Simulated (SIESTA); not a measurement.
Crystal: DyAgB4F16.

```xyz
22
Lattice="5.4054 -0.1248 -0.0296 0.1513 6.8721 0.1623 0.5296 1.2589 9.4210" Properties=species:S:1:pos:R:3 pbc="T T T"
Dy    3.0611    0.7190    4.4394
Ag    0.6849    7.8562    9.4531
B     5.5055    1.7583    3.0167
B     3.4402    2.4965    7.5507
B     2.8009    5.8142    2.2359
B     5.8404    5.7874    6.3339
F     1.3107    2.1302    3.7836
F     5.1476    0.3764    3.2725
F     0.2230    2.1515    1.7310
F     4.4203    2.4658    3.6485
F     3.0675    3.7853    7.7326
F     4.8237    2.2806    7.6538
F     2.7566    1.5749    8.3611
F     3.0844    2.1159    6.1158
F     1.5849    5.3733    1.7772
F     2.6507    0.4118    2.1505
F     2.9742    5.4852    3.6520
F     3.8727    5.3689    1.5018
F     0.4297    4.7073    5.7646
F     1.5209    6.7547    5.7822
F     0.5588    5.9421    7.7249
F     4.6014    6.5330    5.9712
```

The cell was built by a generator and needn't be a form met in nature.

Base run:

| Property | Result |
| --- | --- |
| Program | SIESTA 5.4.2 |
| Functional | AM05 |
| Potentials or basis | PseudoDojo 0.4 standard with PseudoDojo 3+ lanthanides (4f in the core) (PBEsol and PBE files) |
| Basis | DZP (energy shift 0.003 Ry; two zetas on semicore shells) |
| Grid cutoff | 800 Ry |
| Energy shift | 0.003 Ry |
| k mesh | 5 × 4 × 3 |
| Occupations | fermi-dirac, width 0.05 eV |
| Spin | collinear spin, ferromagnetic start |
| Starting moments | [5.0, 0.0, 0.0, 0.0, 0.0, 0.0, 0.0, 0.0, 0.0, 0.0, 0.0, 0.0, 0.0, 0.0, 0.0, 0.0, 0.0, 0.0, 0.0, 0.0, 0.0, 0.0] μB |

Its results: band gap on the k mesh 4.39 eV, indirect (least direct gap 4.42 eV); pressure -0.6 GPa; net moment 0.00 μB per cell; largest force 0.547 eV/Å.

Question: The run is repeated on the same cell with these changes: functional from AM05 to LDA; potentials or basis from PseudoDojo 0.4 standard with PseudoDojo 3+ lanthanides (4f in the core) (PBEsol and PBE files) to PseudoDojo 0.4 standard with PseudoDojo 3+ lanthanides (4f in the core) (PBE and LDA files). What comes out?

Answer: Band gap on the k mesh 4.08 eV, indirect (least direct gap 4.10 eV); pressure -4.6 GPa; net moment 0.00 μB per cell; largest force 0.291 eV/Å.

Caveats: the magnetic or orbital state may not be the lowest; the potentials were made for another functional, which shifts forces and pressure; short orbitals over semicore shells can move pressures by several GPa; spin-orbit coupling is left out, which moves the levels of the heavy elements; the 4f electrons are frozen in the core as for a trivalent ion, so they carry no moment and show no levels; the basis of atomic orbitals isn't converged, which shifts pressures, moduli and gaps.

Not every run made on this cell is shown here.
